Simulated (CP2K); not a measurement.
**HF/STO-3G run of BrF (bromine fluoride)**

Aim: the energy change on altering one bond length of BrF (bromine fluoride) at HF/STO-3G, from 2 runs. 

Program for the calculation: CP2K 2026.2.

7 further runs of the same task are left out: 6 that didn't finish, 1 set aside as unsound or not needed.

## (1) Starting point

The species is BrF (2 atoms), meant as a singlet with charge 0. SMILES: `FBr`. The shape is that of a PBE0-D4/def2-TZVP optimisation.

Bond lengths: F1–Br2 1.754 Å.

## (2) The energy at HF/STO-3G

The input, molecule.xyz:

```xyz
2

F      0.000000     0.000000     0.023210
Br     0.000000     0.000000     1.776730
```

The input, calc.inp:

```
&FORCE_EVAL
    METHOD QUICKSTEP
    &DFT
        BASIS_SET_FILE_NAME ./sto_3g.basis
        POTENTIAL_FILE_NAME POTENTIAL
        CHARGE 0
        MULTIPLICITY 1
        &QS
            METHOD GAPW
            EPS_DEFAULT 1.0E-10
        &END QS
        &MGRID
            CUTOFF 280
            REL_CUTOFF 50
            NGRIDS 4
        &END MGRID
        &POISSON
            PERIODIC NONE
            POISSON_SOLVER MULTIPOLE
        &END POISSON
        &SCF
            SCF_GUESS ATOMIC
            EPS_SCF 1.0E-07
            MAX_SCF 80
            ADDED_MOS 10
            &DIAGONALIZATION
                ALGORITHM STANDARD
            &END DIAGONALIZATION
            &MIXING
                METHOD DIRECT_P_MIXING
                ALPHA 0.4
            &END MIXING
        &END SCF
        &XC
            &XC_FUNCTIONAL NONE
            &END XC_FUNCTIONAL
            &HF
                FRACTION 1
                &SCREENING
                    EPS_SCHWARZ 1.0E-10
                    SCREEN_ON_INITIAL_P F
                &END SCREENING
                &INTERACTION_POTENTIAL
                    POTENTIAL_TYPE COULOMB
                &END INTERACTION_POTENTIAL
                &MEMORY
                    MAX_MEMORY 1050
                &END MEMORY
            &END HF
        &END XC
        &PRINT
            &MOMENTS
                PERIODIC F
                REFERENCE COM
                MAX_MOMENT 1
            &END MOMENTS
            &MO ON
                ENERGIES T
                OCCUPATION_NUMBERS T
                NDIGITS 6
                &EACH
                    QS_SCF 0
                &END EACH
                ADD_LAST NUMERIC
            &END MO
            &LOWDIN ON
            &END LOWDIN
            &HIRSHFELD OFF
            &END HIRSHFELD
        &END PRINT
    &END DFT
    &SUBSYS
        &CELL
            ABC [angstrom] 7 7 8.8
            PERIODIC NONE
        &END CELL
        &TOPOLOGY
            COORD_FILE_NAME molecule.xyz
            COORD_FILE_FORMAT XYZ
            &CENTER_COORDINATES
            &END CENTER_COORDINATES
        &END TOPOLOGY
        &KIND F
            BASIS_SET STO-3G
            POTENTIAL ALL
            LEBEDEV_GRID 194
            RADIAL_GRID 100
        &END KIND
        &KIND Br
            BASIS_SET STO-3G
            POTENTIAL ALL
            LEBEDEV_GRID 194
            RADIAL_GRID 100
        &END KIND
    &END SUBSYS
&END FORCE_EVAL

&GLOBAL
    PROJECT_NAME calc
    RUN_TYPE ENERGY
    PRINT_LEVEL MEDIUM
&END GLOBAL
```

Run with:

```
$ OMP_NUM_THREADS=1 cp2k.psmp -i calc.inp > calc.out 2>&1
```

The program printed:

```text
CP2K| version string:                                       CP2K version 2026.2
[...]
 GLOBAL| Method name                                                        CP2K
[...]
 GLOBAL| Run type                                                         ENERGY
[...]
 *** WARNING in qs_environment.F:2210 :: More added MOs requested than     ***
 *** available. The full set of unoccupied MOs will be used. Use           ***
 *** 'ADDED_MOS -1' to always use all available MOs and to get rid of this ***
[...]
 DFT| Spin restricted Kohn-Sham (RKS) calculation                            RKS
 DFT| Multiplicity                                                             1
[...]
 DFT| Charge                                                                   0
[...]
 QS| Method:                                                                GAPW
[...]
 QS| Density cutoff [a.u.]:                                                140.0
[...]
 QS| Relative density cutoff [a.u.]:                                        25.0
[...]
                             - Atoms:                                          2
[...]
                             - Spherical basis functions:                     23
[...]
 Number of electrons:                                                         44
[...]
     1 P_Mix/Diag. 0.40E+00    0.5     1.09124610     -2642.4206718273 -2.64E+03
[...]
    12 DIIS/Diag.  0.49E-07    0.1     0.00000001     -2642.6368018159 -5.91E-12
  *** SCF run converged in    12 steps ***
[...]
  Overlap energy of the core charge distribution:               0.00000011956814
  Self energy of the core charge distribution:               -795.69562953079969
  Core Hamiltonian energy:                                  -2046.91500581102378
  Hartree energy:                                              61.80629565978021
  Exchange-correlation energy:                                  0.00000000000000
  Hartree-Fock Exchange energy:                              -100.83552316704325
[...]
                     Mulliken Population Analysis
 #  Atom  Element  Kind  Atomic population                           Net charge
       1     F        1          9.115652                             -0.115652
       2     Br       2         34.884348                              0.115652
 # Total charge                             44.000000                  0.000000
[...]
  Dipole moment [Debye]
    X=  0.1389367E-10 Y=  0.1390430E-10 Z=  0.7343098E-01  Total=      0.0734310
 ENERGY| Total FORCE_EVAL ( QS ) energy [hartree]          -2642.636801815880972
[...]
```

Run time: 1.9 s. Hardware: 1 thread of Arm Neoverse V2, shared host; peak memory 0.3 GiB.

## (3) The distorted shape, same level

The input, job.inp:

```
&GLOBAL
  PROJECT job
  RUN_TYPE ENERGY
  PRINT_LEVEL MEDIUM
&END GLOBAL

&FORCE_EVAL
  METHOD QS
  &DFT
    BASIS_SET_FILE_NAME ./sto_3g.basis
    POTENTIAL_FILE_NAME POTENTIAL
    ! Quickstep
    &QS
      METHOD GAPW
      EPS_DEFAULT 1.0E-10
    &END QS
    &MGRID
      CUTOFF 280
      REL_CUTOFF 50
      NGRIDS 4
    &END MGRID
    &POISSON
      PERIODIC NONE
      POISSON_SOLVER MULTIPOLE
    &END POISSON
    &SCF
      SCF_GUESS ATOMIC
      EPS_SCF 1.0E-07
      MAX_SCF 150
      ADDED_MOS 5
      &DIAGONALIZATION
        ALGORITHM STANDARD
      &END DIAGONALIZATION
      &MIXING
        METHOD DIRECT_P_MIXING
        ALPHA 0.4
      &END MIXING
    &END SCF
    &XC
      &XC_FUNCTIONAL NONE
      &END XC_FUNCTIONAL
      ! exact exchange
      &HF
        FRACTION 1
        &SCREENING
          EPS_SCHWARZ 1.0E-10
        &END SCREENING
        &MEMORY
          MAX_MEMORY 1050
        &END MEMORY
      &END HF
    &END XC
    ! extra output
    &PRINT
      &MOMENTS
        PERIODIC F
        REFERENCE COM
        MAX_MOMENT 1
      &END MOMENTS
      &MO ON
        ENERGIES T
        OCCUPATION_NUMBERS T
        NDIGITS 6
        &EACH
          QS_SCF 0
        &END EACH
        ADD_LAST NUMERIC
      &END MO
      &LOWDIN ON
      &END LOWDIN
      &HIRSHFELD OFF
      &END HIRSHFELD
    &END PRINT
  &END DFT
  ! structure
  &SUBSYS
    ! box in angstrom
    &CELL
      ABC 7 7 9.6
      PERIODIC NONE
    &END CELL
    &COORD
      F      0.000000     0.000000    -0.853570
      Br     0.000000     0.000000     1.776730
    &END COORD
    &TOPOLOGY
      &CENTER_COORDINATES
      &END CENTER_COORDINATES
    &END TOPOLOGY
    &KIND F
      BASIS_SET STO-3G
      POTENTIAL ALL
      LEBEDEV_GRID 194
      RADIAL_GRID 100
    &END KIND
    &KIND Br
      BASIS_SET STO-3G
      POTENTIAL ALL
      LEBEDEV_GRID 194
      RADIAL_GRID 100
    &END KIND
  &END SUBSYS
&END FORCE_EVAL
```

Run with:

```
$ OMP_NUM_THREADS=1 cp2k.psmp job.inp > job.out
```

The program printed:

```text
CP2K| version string:                                       CP2K version 2026.2
[...]
 GLOBAL| Method name                                                        CP2K
[...]
 GLOBAL| Run type                                                         ENERGY
[...]
 *** WARNING in qs_environment.F:2210 :: More added MOs requested than     ***
 *** available. The full set of unoccupied MOs will be used. Use           ***
 *** 'ADDED_MOS -1' to always use all available MOs and to get rid of this ***
[...]
 DFT| Spin restricted Kohn-Sham (RKS) calculation                            RKS
 DFT| Multiplicity                                                             1
[...]
 DFT| Charge                                                                   0
[...]
 QS| Method:                                                                GAPW
[...]
 QS| Density cutoff [a.u.]:                                                140.0
[...]
 QS| Relative density cutoff [a.u.]:                                        25.0
[...]
                             - Atoms:                                          2
[...]
                             - Spherical basis functions:                     23
[...]
 Number of electrons:                                                         44
[...]
     1 P_Mix/Diag. 0.40E+00    0.5     1.44595768     -2642.0692518222 -2.64E+03
[...]
    13 DIIS/Diag.  0.17E-07    0.1     0.00000007     -2642.4416702965  4.55E-13
  *** SCF run converged in    13 steps ***
[...]
  Overlap energy of the core charge distribution:               0.00000000000000
  Self energy of the core charge distribution:               -795.69562953079969
  Core Hamiltonian energy:                                  -2047.12759650463204
  Hartree energy:                                              61.87023153173771
  Exchange-correlation energy:                                  0.00000000000000
  Hartree-Fock Exchange energy:                              -100.65089205455146
[...]
                     Mulliken Population Analysis
 #  Atom  Element  Kind  Atomic population                           Net charge
       1     F        1          8.980332                              0.019668
       2     Br       2         35.019668                             -0.019668
 # Total charge                             44.000000                  0.000000
[...]
  Dipole moment [Debye]
    X=  0.6534739E-12 Y=  0.6527872E-12 Z= -0.4174484E+00  Total=      0.4174484
 ENERGY| Total FORCE_EVAL ( QS ) energy [hartree]          -2642.441670296537268
[...]
```

Wall time 2.1 s (1 thread of Arm Neoverse V2, shared host); peak memory 0.32 GiB.

## (4) Outcome

Level: HF/STO-3G.

```
                                                          quantity           value
                                         first shape: total energy  -2642.63680 Eh
                                        first shape: dipole moment          0.07 D
                                          first shape: HOMO energy        -9.04 eV
                                          first shape: LUMO energy         7.51 eV
                                        first shape: HOMO–LUMO gap        16.55 eV
                                     distorted shape: total energy  -2642.44167 Eh
                                    distorted shape: dipole moment          0.42 D
                                      distorted shape: HOMO energy        -8.35 eV
                                      distorted shape: LUMO energy         0.15 eV
                                    distorted shape: HOMO–LUMO gap         8.50 eV
energy change with the F1–Br2 bond stretched from 1.754 to 2.630 Å        5.310 eV
```

One bond (distorted shape) is far stretched, which a spin-restricted single reference describes badly; a broken-symmetry solution may lie lower. With the F1–Br2 bond stretched from 1.754 to 2.630 Å the energy rises by 5.31 eV (512 kJ/mol). The first shape isn't relaxed at this level, so the change isn't measured from a minimum. A restricted reference can't describe the breaking bond well at this length. The minimal basis adds a large error of its own.
